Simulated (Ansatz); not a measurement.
# C₆H₁₆Cl₂N₂Sn: small, medium and large basis sets

One table from this session's results is given with a row withheld; the runs are named, their logs left out.

Program: Ansatz 0.2.0, Gaussian basis. Level of theory: one geometry, several basis sets. These are calculated values, not measurements.

Plan: PBE0-D4/def2-SVP; ωB97M-V/def2-SVP; PBE0-D4/def2-QZVPP; ωB97M-V/def2-QZVPP; the functionals' def2-TZVPP values are taken from earlier runs.

## Structure used throughout

All runs share one geometry, relaxed beforehand with PBE0-D4 in a triple-zeta def2 set. Sn takes the def2 core potential; no spin-orbit term is included.

SMILES `CC(C)[NH][Sn]([Cl])([Cl])[NH]C(C)C`, 27 atoms, charge 0, spin multiplicity 1.

Atoms are counted from 1 here; the program's logs count them from 0.

Bond lengths: C1–C2 1.516 Å, C1–H12 1.093 Å, C1–H13 1.095 Å, C1–H14 1.092 Å, C2–C3 1.519 Å, C2–N4 1.464 Å, C2–H15 1.101 Å, C3–H16 1.092 Å, C3–H17 1.093 Å, C3–H18 1.093 Å, N4–Sn5 2.000 Å, N4–H19 1.014 Å, Sn5–Cl6 2.334 Å, Sn5–Cl7 2.334 Å, Sn5–N8 2.000 Å, N8–C9 1.464 Å, N8–H20 1.014 Å, C9–C10 1.516 Å and more. Angles: C2–C1–H12 110.4°, C2–C1–H13 112.1°, C2–C1–H14 110.4°, H12–C1–H13 107.8°, H12–C1–H14 108.8°, H13–C1–H14 107.2°, C1–C2–C3 111.3°, C1–C2–N4 109.7°, C1–C2–H15 108.0°, C3–C2–N4 108.4°, C3–C2–H15 108.1°, N4–C2–H15 111.3°, C2–C3–H16 110.6°, C2–C3–H17 111.1°, C2–C3–H18 110.3°, H16–C3–H17 107.8°, H16–C3–H18 108.7°, H17–C3–H18 108.2° and more.

Set-up of the first run:

in.yaml reads:

```yaml
crystal:
  periodic: [false, false, false]
  atoms:
    - {symbol: C, position_ang: [-1.983991, -0.599011, 1.068024]}
    - {symbol: C, position_ang: [-1.642680, 0.668697, 1.827027]}
    - {symbol: C, position_ang: [-2.765243, 1.687569, 1.732595]}
    - {symbol: N, position_ang: [-0.426988, 1.265854, 1.270263]}
    - {symbol: Sn, position_ang: [1.262521, 0.199733, 1.186061]}
    - {symbol: Cl, position_ang: [2.924511, 1.836196, 1.114334]}
    - {symbol: Cl, position_ang: [1.551305, -1.126795, 3.084093]}
    - {symbol: N, position_ang: [1.435548, -1.106788, -0.317710]}
    - {symbol: C, position_ang: [1.821625, -0.641703, -1.651548]}
    - {symbol: C, position_ang: [0.846032, 0.417762, -2.126277]}
    - {symbol: C, position_ang: [1.839590, -1.835659, -2.590342]}
    - {symbol: H, position_ang: [-2.131819, -0.379688, 0.007739]}
    - {symbol: H, position_ang: [-1.193297, -1.352082, 1.147390]}
    - {symbol: H, position_ang: [-2.896883, -1.047064, 1.464998]}
    - {symbol: H, position_ang: [-1.509663, 0.404923, 2.887307]}
    - {symbol: H, position_ang: [-3.688980, 1.282297, 2.152006]}
    - {symbol: H, position_ang: [-2.518818, 2.597896, 2.285816]}
    - {symbol: H, position_ang: [-2.943103, 1.959186, 0.689153]}
    - {symbol: H, position_ang: [-0.236811, 2.170076, 1.687504]}
    - {symbol: H, position_ang: [2.006682, -1.890401, -0.021665]}
    - {symbol: H, position_ang: [2.828838, -0.197931, -1.644706]}
    - {symbol: H, position_ang: [-0.169367, 0.014873, -2.154554]}
    - {symbol: H, position_ang: [0.840295, 1.295294, -1.471653]}
    - {symbol: H, position_ang: [1.115159, 0.763354, -3.126197]}
    - {symbol: H, position_ang: [2.137471, -1.530029, -3.595986]}
    - {symbol: H, position_ang: [2.548246, -2.594972, -2.248707]}
    - {symbol: H, position_ang: [0.847921, -2.291887, -2.641466]}
basis:
  gaussian: {orbitals: def2-SVP}
hamiltonian: {xc: pbe0, dispersion: d4}
output: {orbitals: {seedname: orbitals}}
```

The run is started by

```
$ ansatz run in.yaml --threads 11 --pin off --events-out ev --progress --plain --max-ram 110592MiB --backend cpu
```

Steps of the session up to this table: PBE0-D4 in def2-SVP; ωB97M-V in def2-SVP; PBE0-D4 in def2-QZVPP; ωB97M-V in def2-QZVPP.

One of the session's tables, all rows but one given; the rest of the session is left out.

It belongs to the step «Functionals by basis». 

```
functional       basis  HOMO (eV)
   PBE0-D4    def2-SVP      -7.05
   PBE0-D4  def2-TZVPP      -7.18
   PBE0-D4  def2-QZVPP          ?
   ωB97M-V    def2-SVP      -9.32
   ωB97M-V  def2-TZVPP      -9.48
   ωB97M-V  def2-QZVPP      -9.51
```

Estimate the missing values for PBE0-D4, def2-QZVPP.

As computed: HOMO (eV): -7.21. In the column «HOMO (eV)» it lies between ωB97M-V, def2-SVP (-9.32) and PBE0-D4, def2-TZVPP (-7.18).
